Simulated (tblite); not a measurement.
# C2H10B3GeN3: the cost of one run

The runs use tblite 0.8.0 and PySCF 2.14.0, with density-fitted response routines of our own; the level of theory stands in each step. All values are computed, except where a source is named. Atoms are numbered from 0 throughout.

### 1 The starting structure

19 atoms, charge 0, multiplicity 1; geometry from: force field or distance geometry start.

Bonds of the start (Å): C0–C1 1.32, C1–B2 1.58, B2–N3 1.51, N3–B4 1.52, B4–N5 1.52, N5–Ge6 1.81, N5–B7 1.50, B7–N8 1.53, N8–B2 1.54, C0–H9 1.08, C0–H10 1.10, C1–H11 1.08, N3–H12 1.05, B4–H13 1.18, Ge6–H14 1.54, Ge6–H15 1.57, Ge6–H16 1.56, B7–H17 1.19, N8–H18 1.07.

### 2 Geometry optimisation with GFN2-xTB

The job: settings as JSON, then the geometry in Å.

```
{"job": {"kind": "relax", "xc": "GFN2-xTB", "basis": "xTB"}, "charge": 0, "multiplicity": 1}
C     -3.578900    -0.148000    -0.339100
C     -2.756700     0.519500     0.440900
B     -1.181100     0.425800     0.303000
N     -0.344700     0.205000     1.546000
B      1.116900     0.547500     1.304700
N      1.591700     0.176100    -0.090900
Ge     3.363400    -0.145500    -0.279000
B      0.639300    -0.752500    -0.778800
N     -0.727400    -0.122100    -1.064800
H     -3.272800    -0.796700    -1.144300
H     -4.653900    -0.008900    -0.138700
H     -3.131300     1.145200     1.243500
H     -0.344100    -0.806300     1.844400
H      1.449900     1.614100     1.689600
H      3.921300    -1.304600     0.564900
H      4.262500     1.106300     0.020700
H      3.622100    -0.532800    -1.769200
H      0.582700    -1.877400    -0.383800
H     -0.568800     0.764500    -1.636700
```

Command:

```bash
> OMP_NUM_THREADS=1 python probes_run.py task.json out
```

One launch serves the whole session: the jobs run in the order shown.

**Question.** How long does this first job take on 1 thread of Arm Neoverse N1, shared host, and how much memory does it need?

About 1.5 s, with a peak of 0.18 GiB.
